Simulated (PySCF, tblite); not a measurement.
# C6H13FGe: geometry, infrared bands and NMR shifts

Wanted: the infrared bands and NMR shifts of C6H13FGe (`F[C@@H]([CH2][GeH3])C1CCC1`), by calculation.

Programs: tblite 0.8.0 and PySCF 2.14.0, with density-fitted response routines of our own. Each step states its level of theory. These are calculated values for one molecule in the gas phase, unless marked as measured. Atoms count from 0, in the outputs and in this text.

**1. Starting geometry**

21 atoms, charge 0, multiplicity 1; geometry from: force field or distance geometry start.

Bonds of the start (Å): F0–C1 1.35, C1–C2 1.50, C2–Ge3 1.92, C1–C4 1.52, C4–C5 1.52, C5–C6 1.53, C6–C7 1.51, C7–C4 1.50, C1–H8 1.14, C2–H9 1.12, C2–H10 1.11, Ge3–H11 1.53, Ge3–H12 1.58, Ge3–H13 1.53, C4–H14 1.09, C5–H15 1.10, C5–H16 1.11, C6–H17 1.10, C6–H18 1.11, C7–H19 1.11, C7–H20 1.10.

**2. Relaxing the molecule with GFN2-xTB**

What the job is given:

```
{"job": {"kind": "relax", "xc": "GFN2-xTB", "basis": "xTB"}, "charge": 0, "multiplicity": 1}
F      0.182000    -0.798900    -1.273000
C      0.409100    -0.510900     0.028200
C      1.604300     0.351000     0.319900
Ge     3.293200    -0.328500    -0.289700
C     -0.767200     0.136400     0.743500
C     -2.037700    -0.696300     0.743500
C     -2.428100     0.049400    -0.535700
C     -1.510000     1.158800    -0.072100
H      0.593900    -1.469300     0.614900
H      1.411200     1.342600    -0.162900
H      1.642300     0.555900     1.413500
H      3.195700    -1.383700    -1.399800
H      3.962300    -1.001600     0.969800
H      4.160400     0.861000    -0.718600
H     -0.532400     0.549900     1.726500
H     -1.860400    -1.768100     0.591100
H     -2.682200    -0.423100     1.610800
H     -2.124400    -0.503200    -1.438000
H     -3.496000     0.340100    -0.459000
H     -2.057100     1.854400     0.596400
H     -0.967800     1.701200    -0.855200
```

Started as:

```
OMP_NUM_THREADS=1 python probes_run.py task.json out
```

The driver reads the jobs from task.json and runs them one after another.

**Question.** This job is followed by: GFN2-xTB harmonic vibrations, gas phase; GIAO PBE0/pcSseg-1 NMR shielding, non-relativistic, gas phase. What will the session give for the following? strongest single infrared mode (GFN2-xTB); zero-point energy (GFN2-xTB); ¹³C shifts against TMS (PBE0/pcSseg-1); ¹H shifts against TMS (PBE0/pcSseg-1, means over atoms taken as alike); ¹⁹F shifts against CFCl3 (PBE0/pcSseg-1); ⁷³Ge shifts against GeMe4 (PBE0/pcSseg-1).

The runs gave:

| quantity | value |
| --- | --- |
| strongest single infrared mode (GFN2-xTB) | 2078 cm⁻¹, 451 km/mol |
| zero-point energy (GFN2-xTB) | 106.4 kcal/mol |
| ¹³C shifts against TMS (PBE0/pcSseg-1) | 95.4, 41.1, 23.3, 19.5, 17.8, 16.5 ppm |
| ¹H shifts against TMS (PBE0/pcSseg-1, means over atoms taken as alike) | 4.59, 3.53, 2.37, 2.33, 2.29, 1.98, 1.97, 1.94, 1.78, 1.39, 0.92 ppm |
| ¹⁹F shifts against CFCl3 (PBE0/pcSseg-1) | -208.8 ppm |
| ⁷³Ge shifts against GeMe4 (PBE0/pcSseg-1) | -246 ppm |

What this shows: The optimisation took 113 steps and gained 0.891 eV; among the close pairs (by a distance rule), Ge3–H12 changed most, from 1.577 to 1.493 Å. No mode is imaginary among the 57: a minimum at this level. The strongest single mode, at 2078 cm⁻¹, moves mainly H12 and H13. Unscaled tight-binding wavenumbers are off by several per cent, some by more. Its intensities can rank the bands wrongly. The most deshielded carbon is C1 (sp3 CH bonded to F), at 95.4 ppm: deshielded by the electronegative neighbour. The most deshielded hydrogen is H8 (hydrogen on an sp3 CH bonded to F), at 4.59 ppm: its carbon carries F, which withdraws density. At PBE0/pcSseg-1: Shielding is most anisotropic at Ge3 (span 157 ppm, paramagnetic term -1176 ppm). Spin-orbit coupling is left out, which matters for shieldings and couplings at and beside the heavy atoms.
